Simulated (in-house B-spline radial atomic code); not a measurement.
# Tb³⁺: binding energies from hole states

Aim: binding energies of the shells of Tb³⁺, from runs with electrons taken out, set against the orbital energies of the parent.

Method: Dirac-Hartree-Fock, average of configuration, Fermi nucleus, basis-set limit. Code: in-house B-spline radial atomic code version 1.

## Step 1: The atom as given

```
element       : terbium (Z = 65)
charge        : +3
electrons     : 62
configuration : [Xe] 4f8
Hamiltonian   : Dirac-Coulomb
nucleus       : Fermi, rms radius 5.060 fm
```

Outer shells as boxes (Hund's rule):

[Xe] 4f8
```
[Xe] core
4f [↑↓][↑ ][↑ ][↑ ][↑ ][↑ ][↑ ]
```

The boxes draw the filling by Hund's rule, which heavy ions in jj coupling don't follow; these runs average over all states of the configuration.

Settings, as recorded:

```ini
Z = 65
electrons = 62.0
configuration = [Xe] 4f8
hamiltonian = dirac
method = hf
spin_polarised = False
nucleus = fermi
rms_radius = 5.06
mass_number = 159
atomic_mass = 158.925353707
speed_of_light = 137.035999084
```

This reference run was done before. Its total energy is -11711.230128 hartree, and its levels are (the highest eight at most):

| orbital | occupation | energy (eV) | <r> (bohr) |
| --- | --- | --- | --- |
| 4p3/2 | 4 | -338.62 | 0.5813 |
| 4d3/2 | 4 | -205.85 | 0.6172 |
| 4d5/2 | 6 | -199.32 | 0.6276 |
| 5s1/2 | 2 | -87.616 | 1.321 |
| 5p1/2 | 2 | -62.686 | 1.459 |
| 5p3/2 | 4 | -57.585 | 1.542 |
| 4f5/2 | 3.42857 | -45.732 | 0.7987 |
| 4f7/2 | 4.57143 | -44.866 | 0.8085 |

## Step 2: The 1s hole

Settings, as recorded:

```ini
Z = 65
electrons = 61.0
configuration = 1s1 2s2 2p6 3s2 3p6 3d10 4s2 4p6 4d10 4f8 5s2 5p6
hamiltonian = dirac
method = hf
spin_polarised = False
nucleus = fermi
rms_radius = 5.06
mass_number = 159
atomic_mass = 158.925353707
speed_of_light = 137.035999084
```

## Step 3: The 2s hole

Settings: those of step 2 with these lines changed.

```diff
@@ -2,3 +2,3 @@
 electrons = 61.0
-configuration = 1s1 2s2 2p6 3s2 3p6 3d10 4s2 4p6 4d10 4f8 5s2 5p6
+configuration = 1s2 2s1 2p6 3s2 3p6 3d10 4s2 4p6 4d10 4f8 5s2 5p6
 hamiltonian = dirac
```

## Step 4: The 2p1/2 hole

In configurations, a minus sign after the shell means j = l − 1/2 and a plus sign j = l + 1/2; the count of electrons follows.

Settings: those of step 3 with these lines changed.

```diff
@@ -2,3 +2,3 @@
 electrons = 61.0
-configuration = 1s2 2s1 2p6 3s2 3p6 3d10 4s2 4p6 4d10 4f8 5s2 5p6
+configuration = 1s2 2s2 2p-1 2p+4 3s2 3p6 3d10 4s2 4p6 4d10 4f8 5s2 5p6
 hamiltonian = dirac
```

## Step 5: The 2p3/2 hole

Settings: those of step 4 with these lines changed.

```diff
@@ -2,3 +2,3 @@
 electrons = 61.0
-configuration = 1s2 2s2 2p-1 2p+4 3s2 3p6 3d10 4s2 4p6 4d10 4f8 5s2 5p6
+configuration = 1s2 2s2 2p-2 2p+3 3s2 3p6 3d10 4s2 4p6 4d10 4f8 5s2 5p6
 hamiltonian = dirac
```

## Step 6: The 3s hole

Settings: those of step 5 with these lines changed.

```diff
@@ -2,3 +2,3 @@
 electrons = 61.0
-configuration = 1s2 2s2 2p-2 2p+3 3s2 3p6 3d10 4s2 4p6 4d10 4f8 5s2 5p6
+configuration = 1s2 2s2 2p6 3s1 3p6 3d10 4s2 4p6 4d10 4f8 5s2 5p6
 hamiltonian = dirac
```

## Step 7: The 3p1/2 hole

Settings: those of step 6 with these lines changed.

```diff
@@ -2,3 +2,3 @@
 electrons = 61.0
-configuration = 1s2 2s2 2p6 3s1 3p6 3d10 4s2 4p6 4d10 4f8 5s2 5p6
+configuration = 1s2 2s2 2p6 3s2 3p-1 3p+4 3d10 4s2 4p6 4d10 4f8 5s2 5p6
 hamiltonian = dirac
```

What does each hole state cost in eV, and how does that compare with the orbital energies or single holes?

The runs gave:

| hole | ΔSCF (eV) | with Breit, QED, recoil (eV) | −ε of the parent (eV) | −ε less ΔSCF (eV) |
| --- | --- | --- | --- | --- |
| 1s | 52258.8 | 52031.7 | 52337.1 | 78.25 |
| 2s | 8778.26 | 8751.86 | 8823.09 | 44.84 |
| 2p1/2 | 8316.41 | 8290.63 | 8365.32 | 48.90 |
| 2p3/2 | 7570.08 | 7552.74 | 7616.79 | 46.71 |
| 3s | 2011.27 | 2006.22 | 2034.94 | 23.67 |
| 3p1/2 | 1811.46 | 1806.87 | 1835.89 | 24.43 |

Every ΔSCF value lies below −ε, since the other electrons relax into the hole: by 78.2 eV for 1s and 24.43 eV for 3p1/2. The difference of the 1s and 2p3/2 holes gives a Kα1 line at 44479.0 eV for this charge state (with Breit, QED and recoil). The spin-orbit splitting of the 2p hole is 737.89 eV with those corrections. Values are for the free ion, measured from the vacuum level.
